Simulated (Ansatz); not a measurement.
# C2H3FOSi: rotation by 120° about the O3–Si4 bond, part 2 of 2

How high is the barrier for the rotation by 120° about the O3–Si4 bond? Relax the two ends, then run a nudged elastic band between them. SMILES of the start: C#CO[SiH2]F.

Ansatz 0.2.0; RKS LDA/def2-SVP. Earlier steps stand in the parts before.

## 5. The band, image by image

The 7 inner images lie between the fixed ends 0 and 8. Energy is taken from image 0, and the path length is the program's own coordinate along the band.

| image | path (Å) | energy (eV) | dihedral C2–O3–Si4–F5 (°) | band force (eV/Å) |
| --- | --- | --- | --- | --- |
| 0 | 0.000 | 0.0000 | -180 | - |
| 1* | 0.300 | 0.0004 | 169 | 0.037 |
| 2 | 0.601 | 0.0003 | 157 | 0.026 |
| 3 | 0.894 | -0.0032 | 144 | 0.027 |
| 4 | 1.187 | -0.0121 | 130 | 0.032 |
| 5 | 1.481 | -0.0259 | 115 | 0.034 |
| 6 | 1.774 | -0.0406 | 101 | 0.030 |
| 7 | 2.068 | -0.0512 | 88 | 0.006 |
| 8 | 2.362 | -0.0542 | 77 | - |

The star marks the climbing image.

image, energy (eV) and a bar:
```
        0      0.000 ##############################
        1      0.000 ##############################
        2      0.000 ##############################
        3     -0.003 ############################
        4     -0.012 #######################
        5     -0.026 ################
        6     -0.041 #######
        7     -0.051 ##
        8     -0.054
```

The top of the band by iteration:

```csv
iteration,highest image above image 0 (eV),largest band force (eV/Å)
1,0.2879,1.851
2,0.0516,0.920
3,0.0139,0.289
4,0.0088,0.153
5,0.0058,0.171
6,0.0045,0.076
7,0.0020,0.074
8,0.0010,0.050
9,0.0004,0.037
```

The band as a trajectory file:

```xyz
8
image=0 dE=0.0000
C    -0.782    1.876    1.121
C    -0.789    0.786    0.575
O    -0.813   -0.369    0.001
Si    0.558   -1.084   -0.672
F     0.017   -2.481   -1.249
H    -0.790    2.843    1.608
H     1.553   -1.340    0.414
H     1.046   -0.230   -1.798
8
image=1 dE=0.0004
C    -0.786    1.863    1.163
C    -0.785    0.817    0.538
O    -0.817   -0.290   -0.124
Si    0.559   -1.079   -0.694
F     0.014   -2.516   -1.158
H    -0.793    2.788    1.725
H     1.524   -1.232    0.438
H     1.085   -0.350   -1.888
8
image=2 dE=0.0003
C    -0.809    1.863    1.210
C    -0.772    0.865    0.511
O    -0.765   -0.187   -0.232
Si    0.572   -1.084   -0.718
F    -0.033   -2.531   -1.068
H    -0.853    2.747    1.834
H     1.524   -1.182    0.431
H     1.136   -0.491   -1.969
8
image=3 dE=-0.0032
C    -0.830    1.851    1.247
C    -0.750    0.906    0.480
O    -0.708   -0.077   -0.350
Si    0.582   -1.083   -0.735
F    -0.081   -2.528   -0.974
H    -0.903    2.687    1.931
H     1.519   -1.131    0.429
H     1.173   -0.625   -2.028
8
image=4 dE=-0.0121
C    -0.851    1.829    1.275
C    -0.725    0.944    0.447
O    -0.628    0.040   -0.464
Si    0.590   -1.081   -0.748
F    -0.142   -2.507   -0.879
H    -0.959    2.614    2.013
H     1.516   -1.086    0.426
H     1.198   -0.754   -2.071
8
image=5 dE=-0.0259
C    -0.869    1.797    1.296
C    -0.692    0.978    0.411
O    -0.530    0.157   -0.568
Si    0.596   -1.074   -0.757
F    -0.213   -2.465   -0.781
H    -1.018    2.528    2.081
H     1.519   -1.049    0.419
H     1.208   -0.873   -2.101
8
image=6 dE=-0.0406
C    -0.888    1.762    1.307
C    -0.654    1.011    0.376
O    -0.419    0.266   -0.649
Si    0.602   -1.063   -0.762
F    -0.293   -2.399   -0.681
H    -1.089    2.433    2.132
H     1.541   -1.029    0.401
H     1.200   -0.982   -2.125
8
image=7 dE=-0.0512
C    -0.908    1.728    1.310
C    -0.609    1.045    0.346
O    -0.301    0.360   -0.702
Si    0.611   -1.051   -0.765
F    -0.372   -2.312   -0.577
H    -1.172    2.337    2.165
H     1.584   -1.028    0.370
H     1.167   -1.077   -2.147
8
image=8 dE=-0.0542
C    -0.930    1.691    1.306
C    -0.562    1.070    0.324
O    -0.183    0.441   -0.738
Si    0.620   -1.036   -0.764
F    -0.442   -2.209   -0.470
H    -1.261    2.240    2.178
H     1.641   -1.039    0.327
H     1.116   -1.158   -2.164
```

## 6. Frequencies at the highest image

The geometry is the highest inner image of the first converged band.

input.yaml reads:

```yaml
crystal:
  periodic: [false, false, false]
  atoms:
    - { symbol: C, position_ang: [-0.78599, 1.863236, 1.16341] }
    - { symbol: C, position_ang: [-0.78532, 0.817052, 0.537522] }
    - { symbol: O, position_ang: [-0.817375, -0.290213, -0.123805] }
    - { symbol: Si, position_ang: [0.558994, -1.079387, -0.693905] }
    - { symbol: F, position_ang: [0.013748, -2.516472, -1.15766] }
    - { symbol: H, position_ang: [-0.793022, 2.788442, 1.725139] }
    - { symbol: H, position_ang: [1.524363, -1.232415, 0.437791] }
    - { symbol: H, position_ang: [1.084601, -0.350244, -1.888491] }
basis:
  gaussian: { orbitals: def2-SVP }
hamiltonian:
  xc: lda
phonons: {}
```

On the command line:

```
ansatz run input.yaml --threads 1 --pin off --max-ram 2048MiB --backend cpu --events-out ev --progress --plain --runs-dir out
```

The program printed, shortened:

```text
Warning: RAYON_NUM_THREADS=1 ignored (pool sized by the plan → 1); use --threads N
[...]
Functional definition: SPW92
[...]
977 factors; their error is unknown
[...]
mean field -14673.30615966 eV, -539.2340554434 hartree, gradient 6.8e-5 eV, S^2 0.000000; 0 other end points of the search recorded, 0 dependent functions left out
[...]
reference -14673.30618937 eV, -539.2340565351 hartree; 23, 23 occupied and 66, 66 virtual orbitals, 977 factors
[...]
977 factors; their error is unknown
mean field -14673.30619526 eV, -539.2340567518 hartree, gradient 5.1e-7 eV, S^2 0.000000; 0 other end points of the search recorded, 0 dependent functions left out
[...]
reference -14673.30622497 eV, -539.2340578434 hartree; 23, 23 occupied and 66, 66 virtual orbitals, 977 factors
[...]
977 factors; their error is unknown
mean field -14673.30610040 eV, -539.2340532654 hartree, gradient 6.5e-7 eV, S^2 0.000000; 0 other end points of the search recorded, 0 dependent functions left out
[...]
WARN: phonons: modes at or below zero, which the zero-point energy, F, S and C_V leave out: 1, the lowest at -21.67 cm⁻¹. A minimum has none, and a first-order saddle one
[...]
Total energy: -14673.30618937 eV, -539.2340565351 hartree
Atom 0 at    -0.785990     1.863236     1.163410 Å, force     0.018974    -0.000327     0.005517 eV/Å
Atom 1 at    -0.785320     0.817052     0.537522 Å, force    -0.037263    -0.006284     0.001806 eV/Å
Atom 2 at    -0.817375    -0.290213    -0.123805 Å, force     0.021542     0.000767    -0.000154 eV/Å
Atom 3 at     0.558994    -1.079387    -0.693905 Å, force    -0.003138     0.005304    -0.015683 eV/Å
Atom 4 at     0.013748    -2.516472    -1.157660 Å, force     0.000990    -0.003936     0.007721 eV/Å
Atom 5 at    -0.793022     2.788442     1.725139 Å, force     0.001061     0.002335    -0.004554 eV/Å
Atom 6 at     1.524363    -1.232415     0.437791 Å, force    -0.004226    -0.002165     0.003125 eV/Å
Atom 7 at     1.084601    -0.350244    -1.888491 Å, force     0.002061     0.004307     0.002224 eV/Å
Dipole moment:     0.365600     0.042248    -0.056130 e Å
Vibrations: -21.67 76.28 268.25 454.53 456.87 566.63 609.93 653.95 667.11 738.57 854.98 906.28 965.20 1207.79 2206.91 2229.67 2265.60 3410.67 cm⁻¹, zero-point energy 1.149285 eV
```

It took 51 s on 1 thread of Intel Xeon Platinum 8488C (Sapphire Rapids), shared host; peak memory 0.13 GiB.

Of 18 modes, none is imaginary by more than 30 cm⁻¹.

## 7. What came out

The summary covers parts 1 to 2.

| quantity | value |
| --- | --- |
| end A | 7 moves, 0.188 eV lower |
| end B | 6 moves, 0.277 eV lower |
| barrier forwards | 0.000 eV |
| barrier backwards | 0.055 eV |
| second end relative to first | -0.054 eV |
| highest image | 1 of 0 to 8, climbing |
| band iterations | 9 |
| imaginary modes at the top | none over 30 cm⁻¹ |

**Reading.** The barrier from the first end is 0.000 eV, 0.0 times kT at 300 K. The second end lies 0.054 eV below the first, so the way back costs 0.055 eV. One side of the top is under 10 meV high, within the band's own error, so that end is barely a minimum along this path. The listed dihedral goes from -180° at end A through 169° at the highest image to 77° at end B; the relaxed ends differ by 103° in it rather than the 120° set up, and other torsions can move along the band as well. The top lies far from the middle of that turn, so other motions may share in it and the barrier need not be this torsion's alone. The image tested for vibrations has no imaginary mode over 30 cm⁻¹, but on so flat a path that settles little. Zero-point energy and entropy are left out.
